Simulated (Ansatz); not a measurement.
# Alloy of Si and Sn (6 of 64 Si sites exchanged), 64 atoms

Aim: relax the alloy cell and compare the gap by PBEsol, HSE06 and r²SCAN.

Method: density functional theory in Ansatz 0.2.0, PAW datasets, plane waves.

**1. The starting cell**

64 atoms (58 Si, 6 Sn); a = 11.065 Å, b = 11.065 Å, c = 11.065 Å, α = 90.00°, β = 90.00°, γ = 90.00°. All atoms were shaken off their sites by about 0.02 Å along each axis.

Steps to follow: (2) PBEsol cell relaxation at the single k point (½, ½, ½), on 7 threads of Arm Neoverse-V2; (3) HSE06 single point at the Γ point alone, on 7 threads of Arm Neoverse-V2; (4) r²SCAN single point at the Γ point alone, on 7 threads of Arm Neoverse-V2.

**2. Relaxing cell and atoms with PBEsol**

in.yaml

```yaml
crystal:
  lattice:
    - [11.064787, 0.000000, 0.000000]
    - [0.000000, 11.064787, 0.000000]
    - [0.000000, 0.000000, 11.064787]
  atoms:
    - { symbol: Si, position: [0.000510, 0.999799, 0.000587] }
    - { symbol: Si, position: [0.002557, 0.000980, 0.501791] }
    - { symbol: Si, position: [0.000025, 0.499360, 0.999828] }
    - { symbol: Si, position: [0.001761, 0.500543, 0.503846] }
    - { symbol: Si, position: [0.499761, 0.999748, 0.998656] }
    - { symbol: Si, position: [0.504917, 0.497752, 0.999995] }
    - { symbol: Si, position: [0.497912, 0.499385, 0.502245] }
    - { symbol: Si, position: [0.126143, 0.125219, 0.126324] }
    - { symbol: Si, position: [0.124130, 0.124533, 0.624995] }
    - { symbol: Si, position: [0.122197, 0.627197, 0.628230] }
    - { symbol: Si, position: [0.626518, 0.125716, 0.123251] }
    - { symbol: Si, position: [0.622117, 0.625816, 0.123391] }
    - { symbol: Si, position: [0.624597, 0.625888, 0.626158] }
    - { symbol: Si, position: [0.251952, 0.251191, 0.000839] }
    - { symbol: Si, position: [0.250483, 0.250092, 0.500650] }
    - { symbol: Si, position: [0.248182, 0.750099, 0.001633] }
    - { symbol: Si, position: [0.251748, 0.749299, 0.502927] }
    - { symbol: Si, position: [0.748871, 0.250839, 0.998738] }
    - { symbol: Si, position: [0.751259, 0.246371, 0.501433] }
    - { symbol: Si, position: [0.747323, 0.748274, 0.001108] }
    - { symbol: Si, position: [0.750858, 0.749134, 0.496343] }
    - { symbol: Si, position: [0.375983, 0.373589, 0.125193] }
    - { symbol: Si, position: [0.373098, 0.371510, 0.626738] }
    - { symbol: Si, position: [0.374739, 0.876259, 0.124561] }
    - { symbol: Si, position: [0.374600, 0.872392, 0.625886] }
    - { symbol: Si, position: [0.873490, 0.373231, 0.126241] }
    - { symbol: Si, position: [0.876136, 0.372781, 0.626325] }
    - { symbol: Si, position: [0.875162, 0.877099, 0.127126] }
    - { symbol: Si, position: [0.873237, 0.871999, 0.624768] }
    - { symbol: Si, position: [0.252032, 0.001249, 0.252365] }
    - { symbol: Si, position: [0.249387, 0.002798, 0.749517] }
    - { symbol: Si, position: [0.247947, 0.495260, 0.252338] }
    - { symbol: Si, position: [0.252485, 0.500682, 0.754075] }
    - { symbol: Si, position: [0.751383, 0.998130, 0.253896] }
    - { symbol: Si, position: [0.746904, 0.001926, 0.753263] }
    - { symbol: Si, position: [0.746697, 0.501593, 0.250778] }
    - { symbol: Si, position: [0.750308, 0.499709, 0.752025] }
    - { symbol: Si, position: [0.373588, 0.622752, 0.373135] }
    - { symbol: Si, position: [0.376484, 0.621588, 0.876372] }
    - { symbol: Si, position: [0.875121, 0.126591, 0.376526] }
    - { symbol: Si, position: [0.876662, 0.127407, 0.874196] }
    - { symbol: Si, position: [0.875290, 0.625455, 0.372668] }
    - { symbol: Si, position: [0.873797, 0.622009, 0.873922] }
    - { symbol: Si, position: [0.997587, 0.249832, 0.250661] }
    - { symbol: Si, position: [0.997355, 0.247225, 0.748139] }
    - { symbol: Si, position: [0.998850, 0.753796, 0.252222] }
    - { symbol: Si, position: [0.001222, 0.752367, 0.750787] }
    - { symbol: Si, position: [0.498797, 0.248911, 0.251193] }
    - { symbol: Si, position: [0.501461, 0.249802, 0.750364] }
    - { symbol: Si, position: [0.501049, 0.750774, 0.250603] }
    - { symbol: Si, position: [0.500155, 0.751325, 0.748113] }
    - { symbol: Si, position: [0.123703, 0.373649, 0.373748] }
    - { symbol: Si, position: [0.124363, 0.374296, 0.873657] }
    - { symbol: Si, position: [0.124189, 0.877259, 0.376561] }
    - { symbol: Si, position: [0.128973, 0.875334, 0.873895] }
    - { symbol: Si, position: [0.622349, 0.374333, 0.375903] }
    - { symbol: Si, position: [0.624907, 0.374443, 0.876913] }
    - { symbol: Si, position: [0.626300, 0.876476, 0.874286] }
    - { symbol: Sn, position: [0.500771, 0.998166, 0.498712] }
    - { symbol: Sn, position: [0.126068, 0.622471, 0.120556] }
    - { symbol: Sn, position: [0.624719, 0.123079, 0.625640] }
    - { symbol: Sn, position: [0.378584, 0.127572, 0.375555] }
    - { symbol: Sn, position: [0.372712, 0.123918, 0.875933] }
    - { symbol: Sn, position: [0.627669, 0.877209, 0.371077] }
kpoints:
  mp_grid: { grid: [1, 1, 1], shift: [0.5, 0.5, 0.5] }
hamiltonian:
  xc: pbesol
scf:
  occupations: { method: fermi_dirac, width: 0.01 }
relax:
  f_tol: 0.03
  max_steps: 80
  escape_saddle: false
  adjacent_minimum: "off"
  cell: { fix: [shape] }
output:
  forces: true
  eigenvalues: true
  populations: true
```

The run is started by

```bash
ansatz run in.yaml --threads 7 --pin off --max-ram 13300MiB --runs-dir r --events-out ev --progress --plain
```

The runs that follow: HSE06 on the final geometry; r²SCAN single point.

Q: Predict the outcome of this session. Wanted: for each run, top filled to lowest empty.

**Answer**, as computed:

```
             level                     time   k points  top filled to lowest empty (eV)
PBEsol, relaxation     96 s (7 CPU threads)  (½, ½, ½)                             1.31
             HSE06  5.7 min (7 CPU threads)          Γ                             1.07
            r²SCAN     45 s (7 CPU threads)          Γ                             0.66
```

| quantity | value |
| --- | --- |
| relaxation | 5 recorded steps, 5.56 eV gained |
| largest shift | 0.27 Å (Si25) |
| relaxed cell | a = 11.075 Å, b = 11.075 Å, c = 11.075 Å, α = 90.00°, β = 90.00°, γ = 90.00° |
| mean bonds | Si–Si 2.369, Si–Sn 2.546, Sn–Sn 2.686 Å |

**Reading.** The relaxation lowers the energy by 5.56 eV; the largest shift is 0.27 Å (Si25), while the volume changes by +0.3 %. The mean lengths of the listed bonds run from Si–Si 2.37 Å to Sn–Sn 2.69 Å. At the same k points, r²SCAN gives a spacing 0.41 eV smaller than the 1.07 eV of HSE06. The relaxation ran on other k points, so part of any difference from the later rows can come from the mesh. Exact exchange costs time: HSE06 ran about 7.6 times as long as r²SCAN on the same kind of device. No spin–orbit coupling is included; with elements this heavy it would shift the edges. With one k point the spacing samples only the states that fold onto it, so it can exceed the gap over the zone.
